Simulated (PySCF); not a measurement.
# C3H11PSi (Me3SiPH2 (trimethylsilylphosphine)): the cost of one run

Computed with PySCF 2.14.0, with density-fitted response routines of our own, on a single molecule in the gas phase. Atoms count from 0, in the outputs and in this text.

### 1 Starting geometry

16 atoms, charge 0, multiplicity 1; geometry from: GFN2-xTB. The atoms were then displaced at random by about 0.01 Å, so the start is not that level's minimum.

Bonds of the start (Å): C0–Si1 1.92, Si1–C2 1.91, Si1–C3 1.94, Si1–P4 2.27, C0–H5 1.12, C0–H6 1.08, C0–H7 1.06, C2–H8 1.08, C2–H9 1.08, C2–H10 1.11, C3–H11 1.08, C3–H12 1.08, C3–H13 1.06, P4–H14 1.39, P4–H15 1.36.

### 2 Optimising the geometry at PBE0-D3(BJ)/def2-SVP

The job: settings as JSON, then the geometry in Å.

```
{"job": {"xc": "PBE0", "basis": "def2-SVP", "d3": "d3bj", "grid": 1, "shake": 0.01, "kind": "geom"}, "charge": 0, "multiplicity": 1}
C     -0.795230    -1.034970     1.248810
Si     0.004460     0.044550    -0.124470
C      0.027260     1.876660     0.413550
C      1.817520    -0.575730    -0.451060
P     -1.099850    -0.047090    -2.110590
H     -1.838780    -0.678060     1.428400
H     -0.261150    -0.940560     2.181250
H     -0.837990    -2.052290     0.957620
H     -0.952520     2.254050     0.657590
H      0.464610     2.502480    -0.349390
H      0.641830     2.009130     1.323550
H      2.410660    -0.481260     0.444560
H      1.761310    -1.612370    -0.754440
H      2.236170    -0.005290    -1.237610
H     -2.351870     0.140530    -1.539200
H     -1.245470    -1.402160    -2.077820
```

Started as:

```bash
> OMP_NUM_THREADS=1 python probes_run.py task.json out
```

One launch serves the whole session: the jobs run in the order shown.

Q: Estimate the wall time and peak memory of this first job on 1 thread of Arm Neoverse V1, shared host.

About 72 s, with a peak of 0.59 GiB.
